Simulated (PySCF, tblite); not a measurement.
**C3H8BrFSi: geometry, infrared bands and NMR shifts**

Wanted: the infrared bands and NMR shifts of C3H8BrFSi (`CC[SiH2][C@H](F)Br`), by calculation.

Programs: tblite 0.8.0 and PySCF 2.14.0, with density-fitted response routines of our own. Each step states its level of theory. These are calculated values for one molecule in the gas phase, unless marked as measured. Atoms count from 0, in the outputs and in this text.

## 1. The molecule as given

14 atoms, charge 0, multiplicity 1; geometry from: force field or distance geometry start.

Bonds of the start (Å): C0–C1 1.54, C1–Si2 1.85, Si2–C3 1.88, C3–F4 1.38, C3–Br5 1.92, C0–H6 1.11, C0–H7 1.11, C0–H8 1.11, C1–H9 1.11, C1–H10 1.09, Si2–H11 1.47, Si2–H12 1.47, C3–H13 1.12.

## 2. Optimising the geometry with GFN2-xTB

Job settings and geometry (Å):

```
{"job": {"kind": "relax", "xc": "GFN2-xTB", "basis": "xTB"}, "charge": 0, "multiplicity": 1}
C      2.065200    -0.099800     0.146800
C      0.761800     0.585500    -0.300000
Si    -0.620500    -0.627600    -0.506800
C     -2.057600     0.011700     0.518100
F     -3.174500    -0.782400     0.379700
Br    -2.361800     1.851700     0.054100
H      1.758600    -1.105200     0.508700
H      2.781200    -0.151600    -0.698800
H      2.502100     0.507400     0.966100
H      0.477700     1.276200     0.526900
H      0.921500     1.161500    -1.212600
H     -0.255200    -1.985400    -0.083800
H     -1.067900    -0.631900    -1.905300
H     -1.731100    -0.010600     1.584700
```

Run with:

```
> OMP_NUM_THREADS=1 python probes_run.py task.json out
```

This one command runs all jobs of the session in turn.

**Question.** This job is followed by: GFN2-xTB harmonic vibrations, gas phase; GIAO PBE0/pcSseg-1 NMR shielding, non-relativistic, gas phase. What will the session give for the following? strongest single infrared mode (GFN2-xTB); zero-point energy (GFN2-xTB); ¹³C shifts against TMS (PBE0/pcSseg-1); ¹H shifts against TMS (PBE0/pcSseg-1, means over atoms taken as alike); ²⁹Si shifts against TMS (PBE0/pcSseg-1); ¹⁹F shifts against CFCl3 (PBE0/pcSseg-1); ⁷⁹Br shifts against HBr (PBE0/pcSseg-1).

The runs gave:

```
                                                              quantity                                   value
                             strongest single infrared mode (GFN2-xTB)                   2261 cm⁻¹, 335 km/mol
                                          zero-point energy (GFN2-xTB)                           63.0 kcal/mol
                                ¹³C shifts against TMS (PBE0/pcSseg-1)                     108.8, 9.9, 5.6 ppm
¹H shifts against TMS (PBE0/pcSseg-1, means over atoms taken as alike)  6.85, 4.43, 4.23, 1.20, 1.16, 0.81 ppm
                               ²⁹Si shifts against TMS (PBE0/pcSseg-1)                               -29.1 ppm
                              ¹⁹F shifts against CFCl3 (PBE0/pcSseg-1)                              -189.5 ppm
                               ⁷⁹Br shifts against HBr (PBE0/pcSseg-1)                                 566 ppm
```

What this shows: Over 127 steps the energy fell by 0.481 eV; of the close pairs, Si2–C3 changed most, 1.877 to 1.933 Å. No mode is imaginary among the 36: a minimum at this level. The strongest single mode, at 2261 cm⁻¹, moves mainly H11. Unscaled tight-binding wavenumbers are off by several per cent, some by more. Its intensities can rank the bands wrongly. C3 stands next to heavy halogen, whose spin-orbit shielding this run leaves out, so the computed shift lies too far downfield, most of all for carbon beside Br or I. C3 (sp3 CH bonded to Br and F and Si) lies farthest downfield among carbon, at 108.8 ppm; pulled downfield by the heteroatom. The most deshielded hydrogen is H13 (hydrogen on an sp3 CH bonded to Br and F and Si), at 6.85 ppm: its carbon carries Br and F, which withdraws density. At PBE0/pcSseg-1: Shielding is most anisotropic at Br5 (span 1581 ppm, paramagnetic term -1066 ppm). Spin-orbit coupling is left out, which matters for shieldings and couplings at and beside the heavy atoms.
